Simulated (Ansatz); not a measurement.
# CH₅GeO₂ radical: small, medium and large basis sets

One table from this session's results is given with a row withheld; the runs are named, their logs left out.

Method: one geometry, several basis sets; program: Ansatz 0.2.0, Gaussian basis.

Levels to be run: PBE0-D4/def2-SVP; ωB97M-V/def2-SVP; PBE0-D4/def2-QZVPP; ωB97M-V/def2-QZVPP; the functionals' def2-TZVPP values are taken from earlier runs.

**Structure used throughout**

An earlier PBE0-D4 in a triple-zeta def2 set relaxation fixed the geometry.

SMILES `C[O][GeH][OH]`, 9 atoms, charge 0, spin multiplicity 2.

Atoms are counted from 1 here; the program's logs count them from 0.

Bond lengths: C1–O2 1.407 Å, C1–H5 1.092 Å, C1–H6 1.096 Å, C1–H7 1.097 Å, O2–Ge3 1.783 Å, Ge3–O4 1.788 Å, Ge3–H8 1.552 Å, O4–H9 0.960 Å. Angles: O2–C1–H5 107.9°, O2–C1–H6 112.0°, O2–C1–H7 111.9°, H5–C1–H6 108.2°, H5–C1–H7 108.0°, H6–C1–H7 108.7°, C1–O2–Ge3 121.4°, O2–Ge3–O4 109.3°, O2–Ge3–H8 103.8°, O4–Ge3–H8 105.4°, Ge3–O4–H9 113.9°.

Set-up of the first run:

The input, in.yaml:

```yaml
crystal:
  periodic: [false, false, false]
  atoms:
    - {symbol: C, position_ang: [0.368110, 0.874044, -0.998576]}
    - {symbol: O, position_ang: [0.377345, -0.525009, -0.853563]}
    - {symbol: Ge, position_ang: [0.269166, -1.292668, 0.751688]}
    - {symbol: O, position_ang: [-1.012912, -0.491576, 1.705637]}
    - {symbol: H, position_ang: [0.324111, 1.100279, -2.066364]}
    - {symbol: H, position_ang: [-0.503002, 1.331435, -0.514739]}
    - {symbol: H, position_ang: [1.277436, 1.334295, -0.592416]}
    - {symbol: H, position_ang: [-0.271934, -2.715092, 0.447531]}
    - {symbol: H, position_ang: [-0.739920, 0.338093, 2.103702]}
basis:
  gaussian: {orbitals: def2-SVP}
magnetization: {spin_polarized: true, initial_magnetization: 1}
hamiltonian: {xc: pbe0, dispersion: d4}
output: {orbitals: {seedname: orbitals}}
```

Steps of the session up to this table: PBE0-D4 in def2-SVP; ωB97M-V in def2-SVP; PBE0-D4 in def2-QZVPP; ωB97M-V in def2-QZVPP.

One of the session's tables, all rows but one given; the rest of the session is left out.

It belongs to the step «Functionals by basis». 

| functional | basis | HOMO (eV) | LUMO (eV) |
| --- | --- | --- | --- |
| PBE0-D4 | def2-SVP | ? | ? |
| PBE0-D4 | def2-TZVPP | -6.17 | -2.82 |
| PBE0-D4 | def2-QZVPP | -6.22 | -2.89 |
| ωB97M-V | def2-SVP | -8.07 | -0.87 |
| ωB97M-V | def2-TZVPP | -8.21 | -1.01 |
| ωB97M-V | def2-QZVPP | -8.28 | -1.14 |

Q: Estimate the row for PBE0-D4, def2-SVP from the others.

The run gave: HOMO (eV): -6.04; LUMO (eV): -2.74. In the column «HOMO (eV)» it is the highest.
